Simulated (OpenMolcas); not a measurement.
**HF/ANO-RCC-VDZP (sfX2C) run of WCl2O2 (SMILES [O]=[W](=[O])([Cl])[Cl])**

What is the vertical ionisation energy of WCl2O2 at HF/ANO-RCC-VDZP (sfX2C)? 

The results are computed with OpenMolcas 26.06.

**1. Starting point**

WCl2O2: 5 atoms, total charge 0, spin state singlet. As SMILES, `[O]=[W](=[O])([Cl])[Cl]`. The shape comes from GFN2-xTB, which is rough for such elements, and wasn't checked as a minimum.

Bond lengths: O1–W2 1.675 Å, W2–O3 1.675 Å, W2–Cl4 2.171 Å, W2–Cl5 2.171 Å. Angles: O1–W2–O3 114.4°, O1–W2–Cl4 108.8°, O1–W2–Cl5 108.8°, O3–W2–Cl4 108.8°, O3–W2–Cl5 108.8°, Cl4–W2–Cl5 107.1°.

**2. The energy at HF/ANO-RCC-VDZP (sfX2C)**

File job.inp:

```
&GATEWAY
Coord
5
angstrom
O       -0.189450      -0.606220       1.644520
W        0.091750      -0.097970       0.073110
O        1.464820      -0.751900      -0.629940
Cl      -1.629660      -0.610460      -1.146610
Cl       0.262530       2.066540       0.058920
Basis=ANO-RCC-VDZP
Group=NoSym
RX2C
&SEWARD
Expert
&SCF
PrOrbitals=1 1
```

Started as:

```
$ export MOLCAS_MEM=1860
$ pymolcas job.inp > job.log
```

Standard output:

```text
--- Start Module: gateway ---
[...]
--- Stop Module: gateway /rc=_RC_ALL_IS_WELL_ ---
--- Start Module: seward ---
[...]
 ###    WARNING:  EXPERT option is ON!                                       ###
 ###############################################################################
               SEWARD will generate:
[...]
      Basis functions          132
--- Stop Module: seward /rc=_RC_ALL_IS_WELL_ ---
[...]
--- Start Module: scf ---
[...]
       Convergence after  15 Iterations
[...]
::    Total SCF energy                             -17211.8740434401
[...]
      Total spin, S                                     0.0000000000
[...]
      Total electronic charge=  124.000000
      Total            charge=   -0.000000
[...]
      Dipole Moment (debye):
      Origin of the operator (angstrom)=   -0.0368    0.0391   -0.0292
                   X= -1.5771E+00               Y=  1.6760E+00               Z= -1.2530E+00           Total=  2.6203E+00
      Quadrupole Moment (debye*angstrom):
[...]
--- Stop Module: scf /rc=_RC_ALL_IS_WELL_ ---
[...]
```

It took 92 s on 1 thread of Arm Neoverse V1, shared host; peak memory 0.98 GiB.

**3. The doublet cation**

File job.inp:

```
* Cl2O2W Hartree-Fock
>>> EXPORT MOLCAS_PRINT=2

&GATEWAY
 Coord
 5
 angstrom
 O       -0.189450      -0.606220       1.644520
 W        0.091750      -0.097970       0.073110
 O        1.464820      -0.751900      -0.629940
 Cl      -1.629660      -0.610460      -1.146610
 Cl       0.262530       2.066540       0.058920
 Basis=ANO-RCC-VDZP
 Group=NoSym
 RX2C

&SEWARD
 Expert

&SCF
 UHF
 Charge=1
 Spin=2
 PrOrbitals=1 1
```

Started as:

```
$ export MOLCAS_MEM=1860
$ pymolcas job.inp > job.log
```

Standard output:

```text
--- Start Module: gateway ---
[...]
--- Stop Module: gateway /rc=_RC_ALL_IS_WELL_ ---
--- Start Module: seward ---
[...]
 ###    WARNING:  EXPERT option is ON!                                       ###
 ###############################################################################
               SEWARD will generate:
[...]
      Basis functions          132
--- Stop Module: seward /rc=_RC_ALL_IS_WELL_ ---
[...]
--- Start Module: scf ---
[...]
       Convergence after  26 Iterations
[...]
::    Total SCF energy                             -17211.4921415026
[...]
      Total spin, S                                     0.6650979153
[...]
      Total electronic charge=  123.000000
      Total            charge=    1.000000
[...]
      Dipole Moment (debye):
      Origin of the operator (angstrom)=   -0.0368    0.0391   -0.0292
                   X= -3.0290E-01               Y=  3.2077E-01               Z= -2.4119E-01           Total=  5.0281E-01
      Center of Charge (angstrom)
[...]
--- Stop Module: scf /rc=_RC_ALL_IS_WELL_ ---
[...]
```

Run time: 1.8 min. Hardware: 1 thread of Arm Neoverse V1, shared host; peak memory 0.98 GiB.

**4. Summary of results**

At HF/ANO-RCC-VDZP (sfX2C):

| quantity | value |
| --- | --- |
| singlet WCl2O2: total energy | -17211.87404 Eh |
| singlet WCl2O2: dipole moment | 2.62 D |
| singlet WCl2O2: HOMO energy | -13.56 eV |
| singlet WCl2O2: LUMO energy | -0.49 eV |
| singlet WCl2O2: HOMO–LUMO gap | 13.07 eV |
| doublet cation: total energy | -17211.49214 Eh |
| doublet cation: HOMO energy (highest over α and β) | -18.86 eV |
| doublet cation: LUMO energy (lowest over α and β) | -7.50 eV |
| doublet cation: ⟨S²⟩ | 1.107 |
| vertical ionisation energy (to the doublet cation) | 10.392 eV |

In words: The vertical ionisation energy comes to 10.39 eV (1003 kJ/mol). −ε(HOMO) before ionisation, 13.56 eV, is 3.17 eV above this ionisation energy. Mulliken charges (singlet WCl2O2) run from -0.68 on O3 to +1.82 on W2. ⟨S²⟩ (doublet cation) is 1.11 where a pure doublet has 0.75: the reference is spin-contaminated.
